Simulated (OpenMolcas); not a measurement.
**Ru²⁺: CASSCF and CASPT2 terms and fine-structure levels**

Which level of Ru²⁺ lies lowest, and where do the others fall? The reference wave functions come first, then spin-orbit coupling, then second-order correlation under several settings.

The numbers are computed with OpenMolcas 26.06 (state-averaged CASSCF and CASPT2, spin-orbit coupling by RASSI with atomic mean-field integrals), except any that are marked as measured or tabulated.

4 further runs of the same task are left out: 2 that didn't finish, 2 set aside as unsound or not needed.

## 1. What is computed

- Species: Ru²⁺ (ruthenium, Z = 44, 42 electrons)
- Basis: ANO-RCC-VDZP [6s5p3d1f], 43 functions
- Scalar Hamiltonian: DKH3, point nucleus
- Inactive shells: 1s 2s 2p 3s 3p 3d 4s 4p
- Active space: 6 electrons in 5 orbitals (4d)
- Some configurations of this space: 4d6
- Orbitals: optimised for each spin and parity, averaged over all roots

Outer shells as boxes (Hund's rule):

4d6
```
4d [↑↓][↑ ][↑ ][↑ ][↑ ]
```

The work runs as a chain of OpenMolcas steps in one folder; each step below is one input file. Labels, J, g values, rates, χT and fits are worked out afterwards by a script from the matrices that RASSI stores.

## 2. Basis and integrals

Contents of a.inp:

```
&GATEWAY
Coord
1

Ru 0.0 0.0 0.0
Basis=ANO-RCC-VDZP
Group=XYZ
NoMove
AngMom=0.0 0.0 0.0
AMFI
&SEWARD
Relativistic=R03O02
```

Run with:

```
OMP_NUM_THREADS=1 MOLCAS_MEM=2252 MOLCAS_PROJECT=a pymolcas a.inp > a.log
```

What it wrote:

```text
Basis set label: RU.ANO-RCC...6S5P3D1F.

      Electronic valence basis set:
      ------------------
      Associated Effective Charge  44.000000 au
      Associated Actual Charge     44.000000 au
      Nuclear Model: Point charge

      Shell  nPrim  nBasis  Cartesian Spherical Contaminant
         s      21       6        X
         p      18       5        X
         d      13       3                 X
         f       6       1                 X
Relativistic=R03O02
                  Relativistic Douglas-Kroll-Hess integrals:
                    - DKH order of Hamiltonian: 3
                    - DKH order of Properties : 2
```

## 3. CASSCF: quintets of even parity, 5 roots

Contents of a.inp:

```
&RASSCF
FileOrb=start.orb
Symmetry=1
Spin=5
nActEl=6 0 0
Inactive=9 9
Ras2=5 0
CIRoot=5 5 1
SDav=5
CIMx=300
Iter=120 100
PrWF=0.3
OrbListing=Nothing
MaxOrb=0
Atom
>>> COPY $Project.JobIph JOB001
```

start.orb holds the contracted functions of the basis, ordered by shell, or the orbitals of the step before.

What it wrote, shortened:

```text
[...]
      Number of active orbitals                  5
[...]
      Spin quantum number                      2.0
[...]
      Active orbitals                            5   0
[...]
      Number of CSFs                             5
      Number of root(s) required                 5
[...]
      Convergence after  8 iterations
[...]
      Natural orbitals and occupation numbers for root  1
      sym 1:   1.000000   2.000000   1.000000   1.000000   1.000000
      Natural orbitals and occupation numbers for root  2
      sym 1:   1.000000   1.000000   1.000000   2.000000   1.000000
      Natural orbitals and occupation numbers for root  3
      sym 1:   1.000000   2.000000   1.000000   1.000000   1.000000
::    RASSCF root number  1 Total energy:  -4527.30784691
::    RASSCF root number  2 Total energy:  -4527.30784691
::    RASSCF root number  3 Total energy:  -4527.30784691
::    RASSCF root number  4 Total energy:  -4527.30784691
::    RASSCF root number  5 Total energy:  -4527.30784691
```

## 4. Reference wave functions, triplets of even parity, 45 roots

Contents of a.inp:

```
&RASSCF
FileOrb=start.orb
Symmetry=1
Spin=3
nActEl=6 0 0
Inactive=9 9
Ras2=5 0
CIRoot=45 45 1
SDav=45
CIMx=300
Iter=120 100
PrWF=0.3
OrbListing=Nothing
MaxOrb=0
Atom
>>> COPY $Project.JobIph JOB002
```

Run with:

```
OMP_NUM_THREADS=1 MOLCAS_MEM=2252 MOLCAS_PROJECT=a pymolcas a.inp > a.log
```

What it wrote, shortened:

```text
[...]
      Number of active orbitals                  5
[...]
      Spin quantum number                      1.0
[...]
      Active orbitals                            5   0
[...]
      Number of CSFs                            45
      Number of root(s) required                45
[...]
      Convergence after  7 iterations
[...]
      Natural orbitals and occupation numbers for root  1
      sym 1:   1.518440   1.182928   0.886165   1.364363   1.048103
      Natural orbitals and occupation numbers for root  2
      sym 1:   1.135661   1.302191   1.061868   0.931663   1.568617
      Natural orbitals and occupation numbers for root  3
      sym 1:   1.409695   1.146483   1.011203   1.492949   0.939671
::    RASSCF root number  1 Total energy:  -4527.23106175
::    RASSCF root number  2 Total energy:  -4527.23106175
::    RASSCF root number  3 Total energy:  -4527.23106175
[...]
::    RASSCF root number 27 Total energy:  -4527.21182851
::    RASSCF root number 28 Total energy:  -4527.21182851
::    RASSCF root number 29 Total energy:  -4527.21182851
::    RASSCF root number 30 Total energy:  -4527.21182851
```

## 5. CASSCF: singlets of even parity, 50 roots

Contents of a.inp:

```
&RASSCF
FileOrb=start.orb
Symmetry=1
Spin=1
nActEl=6 0 0
Inactive=9 9
Ras2=5 0
CIRoot=50 50 1
SDav=50
CIMx=300
Iter=120 100
PrWF=0.3
OrbListing=Nothing
MaxOrb=0
Atom
>>> COPY $Project.JobIph JOB003
```

What it wrote, shortened:

```text
[...]
      Number of active orbitals                  5
[...]
      Spin quantum number                      0.0
[...]
      Active orbitals                            5   0
[...]
      Number of CSFs                            50
      Number of root(s) required                50
[...]
      Convergence after  7 iterations
[...]
      Natural orbitals and occupation numbers for root  1
      sym 1:   1.407104   0.969185   1.244425   0.867988   1.511298
      Natural orbitals and occupation numbers for root  2
      sym 1:   1.082965   1.008414   0.811670   1.752901   1.344049
      Natural orbitals and occupation numbers for root  3
      sym 1:   1.060275   1.255723   1.676419   1.147238   0.860346
::    RASSCF root number  1 Total energy:  -4527.19278192
::    RASSCF root number  2 Total energy:  -4527.19278192
::    RASSCF root number  3 Total energy:  -4527.19278192
[...]
::    RASSCF root number 27 Total energy:  -4527.15754526
::    RASSCF root number 28 Total energy:  -4527.15754526
::    RASSCF root number 29 Total energy:  -4527.13527145
::    RASSCF root number 30 Total energy:  -4527.13527145
```

## 6. RASSI: spin-orbit coupling between the states

Contents of a.inp:

```
&RASSI
NrOfJobIphs=3 5 35 22
1 2 3 4 5
1 2 3 4 5 6 7 8 9 10 11 12 13 14 15 16 17 18 19 20 21 22 23 24 25 26 27
28 29 30 31 32 33 34 35
1 2 3 4 5 6 7 8 9 10 11 12 13 14 15 16 17 18 19 20 21 22
IphNames
JOB001
JOB002
JOB003
EJob
SpinOrbit
DIPRint=1.0
SOCoupling=1000.0
Subsets=2
MEES
Property=10
'ANGMOM' 1 'ANGMOM' 2 'ANGMOM' 3 'MLTPL  1' 1 'MLTPL  1' 2 'MLTPL  1' 3
'AMFI' 1 'AMFI' 2 'AMFI' 3 'MLTPL  2' 6
SOProperty=3
'ANGMOM' 1 'ANGMOM' 2 'ANGMOM' 3
```

What it wrote, shortened:

```text
SPIN-FREE ENERGIES:
  (Shifted by EMIN (a.u.) =      -4527.3078469090)
 SF State       Relative EMIN(au)   Rel lowest level(eV)    D:o, cm**(-1)      L_eff
     1             0.0000000000        0.0000000000              0.0000         2.0
     2             0.0000000000        0.0000000000              0.0000         2.0
     3             0.0000000000        0.0000000000              0.0000         2.0
     4             0.0000000000        0.0000000000              0.0000         2.0
     5             0.0000000000        0.0000000000              0.0000         2.0
     6             0.0767851608        2.0894306677          16852.3949         5.0
     7             0.0767851608        2.0894306677          16852.3949         5.0
     8             0.0767851608        2.0894306677          16852.3949         5.0
     9             0.0767851608        2.0894306677          16852.3949         5.0
    10             0.0767851608        2.0894306677          16852.3949         5.0
[...]
Eigenvalues of complex Hamiltonian:
   -----------------------------------
  (Shifted by EMIN (a.u.) =      -4527.3078469090)
 SO State       Relative EMIN(au)   Rel lowest level(eV)    D:o, cm**(-1)     J-value
     1            -0.0059760642        0.0000000000              0.0000         2.0
     2            -0.0059760642        0.0000000000              0.0000         3.9
     3            -0.0059760642        0.0000000000              0.0000         3.5
     4            -0.0059760642        0.0000000000              0.0000         3.2
     5            -0.0059760642        0.0000000000              0.0000         3.0
     6            -0.0059760642        0.0000000000              0.0000         3.1
     7            -0.0059760642        0.0000000000              0.0000         3.2
     8            -0.0059760642        0.0000000000              0.0000         3.2
     9            -0.0059760642        0.0000000000              0.0000         3.3
    10            -0.0005583755        0.1474228216           1189.0452         2.4
    11            -0.0005583755        0.1474228216           1189.0452         2.4
[...]
```

These steps took 18 s in all on 1 thread of Intel Xeon Platinum 8559C (Emerald Rapids), shared host.

The roots that group into whole terms:

| configuration | term | E (cm-1) |
| --- | --- | --- |
| 4d6 | 5D | 0.0 |
| 4d6 | 3H | 16852 |
| 4d6 | 3P | 18935 |
| 4d6 | 3F | 19366 |
| 4d6 | 3G | 21074 |

Fine-structure levels, from the RASSI matrices grouped by J:

| Configuration | Term | J | E (cm-1) | Leading % |
| --- | --- | --- | --- | --- |
| 4d6 | 5D | 4 | 0.0 | 99 |
| 4d6 | 5D | 3 | 1189 | 99 |
| 4d6 | 5D | 2 | 1936 | 99 |
| 4d6 | 5D | 1 | 2421 | 99 |
| 4d6 | 5D | 0 | 2664 | 99 |
| 4d6 | 3H | 6 | 17427 | 98 |
| 4d6 | 3H | 5 | 17836 | 90 |
| 4d6 | 3H | 4 | 17862 | 72 |
| 4d6 | 3P | 2 | 18634 | 98 |
| 4d6 | 3F | 4 | 19892 | 70 |
| 4d6 | 3F | 3 | 20311 | 84 |
| 4d6 | 3F | 2 | 21118 | 100 |
| 4d6 | 3P | 1 | 21977 | 97 |
| 4d6 | 3G | 5 | 22170 | 90 |
| 4d6 | 3G | 4 | 23416 | 82 |
| 4d6 | 3G | 3 | 23725 | 85 |
| 4d6 | 3P | 0 | 23755 | 99 |

The table of levels holds 17 of 22 computed; the rest, higher up, is left out.

Transitions at CASSCF energies (vacuum wavelengths; branching counts decays inside the model space alone):

| upper | lower | type | λ (nm) | A (s-1) | branching % |
| --- | --- | --- | --- | --- | --- |
| 4d6 3G4 | 4d6 5D4 | M1 | 427.1 | 3.55e-01 | 50.0 |
| 4d6 3G3 | 4d6 5D3 | M1 | 443.7 | 1.94e-01 | 23.2 |
| 4d6 3P0 | 4d6 5D1 | M1 | 468.7 | 4.55e+00 | 93.5 |
| 4d6 3F3 | 4d6 5D4 | M1 | 492.3 | 2.54e-01 | 12.6 |
| 4d6 3P1 | 4d6 5D2 | M1 | 499 | 3.35e+00 | 66.0 |
| 4d6 3F4 | 4d6 5D4 | M1 | 502.7 | 2.11e+00 | 81.4 |
| 4d6 3P1 | 4d6 5D0 | M1 | 517.8 | 8.42e-01 | 16.6 |
| 4d6 3F2 | 4d6 5D2 | M1 | 521.3 | 5.48e-01 | 56.9 |
| 4d6 3F3 | 4d6 5D3 | M1 | 523 | 1.28e+00 | 63.3 |
| 4d6 3F4 | 4d6 5D3 | M1 | 534.7 | 3.33e-01 | 12.9 |
| 4d6 3F2 | 4d6 5D1 | M1 | 534.8 | 2.77e-01 | 28.7 |
| 4d6 3F3 | 4d6 5D2 | M1 | 544.2 | 4.02e-01 | 19.9 |
| 4d6 3H4 | 4d6 5D4 | M1 | 559.9 | 3.73e-01 | 87.5 |
| 4d6 3P2 | 4d6 5D3 | M1 | 573.2 | 2.96e+00 | 89.4 |
| 4d6 3P2 | 4d6 5D1 | M1 | 616.8 | 3.45e-01 | 10.4 |
| 4d6 3G3 | 4d6 3H4 | M1 | 1706 | 2.62e-01 | 31.2 |
| 4d6 3G5 | 4d6 3H6 | M1 | 2108 | 2.81e-01 | 56.2 |
| 4d6 3G5 | 4d6 3H5 | M1 | 2307 | 1.67e-01 | 33.3 |
| 4d6 3G4 | 4d6 3F4 | M1 | 2838 | 1.61e-01 | 22.7 |
| 4d6 3G3 | 4d6 3F3 | M1 | 2930 | 1.89e-01 | 22.6 |
| 4d6 3P1 | 4d6 3P2 | M1 | 2992 | 8.70e-01 | 17.1 |
| 4d6 3F4 | 4d6 3H4 | M1 | 4925 | 1.08e-01 | 4.2 |

## 7. The reference again, with an unsound setting

The same chain was run once more. Its first step that differs:

Contents of a.inp:

```
&RASSCF
FileOrb=start.orb
Symmetry=1
Spin=5
nActEl=6 0 0
Inactive=9 9
Ras2=5 0
CIRoot=5 5 1
SDav=5
CIMx=300
Iter=82 100
PrWF=0.3
OrbListing=Nothing
MaxOrb=0
Atom
Thrs=1.0e-2 5.0e-1 5.0e-1
>>> COPY $Project.JobIph JOB001
```

What it wrote, shortened:

```text
[...]
      Number of active orbitals                  5
[...]
      Spin quantum number                      2.0
[...]
      Active orbitals                            5   0
[...]
      Number of CSFs                             5
      Number of root(s) required                 5
[...]
      Convergence after  4 iterations
[...]
      Natural orbitals and occupation numbers for root  1
      sym 1:   1.000000   1.000000   1.000000   2.000000   1.000000
      Natural orbitals and occupation numbers for root  2
      sym 1:   2.000000   1.000000   1.000000   1.000000   1.000000
      Natural orbitals and occupation numbers for root  3
      sym 1:   1.000000   1.000000   2.000000   1.000000   1.000000
::    RASSCF root number  1 Total energy:  -4527.30740745
::    RASSCF root number  2 Total energy:  -4527.30740745
::    RASSCF root number  3 Total energy:  -4527.30740745
::    RASSCF root number  4 Total energy:  -4527.30740745
::    RASSCF root number  5 Total energy:  -4527.30740745
```

What is off: The convergence thresholds are far too loose, so the orbitals stop early.

The chain ran to its end. Its levels beside the sound ones, in cm-1:

| level | this chain | sound chain |
| --- | --- | --- |
| 4d6 5D4 | 0.0 | 0.0 |
| 4d6 5D3 | 1180 | 1189 |
| 4d6 5D2 | 1921 | 1936 |
| 4d6 5D1 | 2401 | 2421 |
| 4d6 5D0 | 2642 | 2664 |
| 4d6 3H6 | 17322 | 17427 |
| 4d6 3H5 | 17731 | 17836 |
| 4d6 3H4 | 17757 | 17862 |
| 4d6 3P2 | 18530 | 18634 |
| 4d6 3F4 | 19787 | 19892 |
| 4d6 3F3 | 20206 | 20311 |
| 4d6 3F2 | 21013 | 21118 |

The levels move by 83 cm⁻¹ on average and by 110 cm⁻¹ at most. The steps below build on the sound chain.

[end of part 1 of 2]
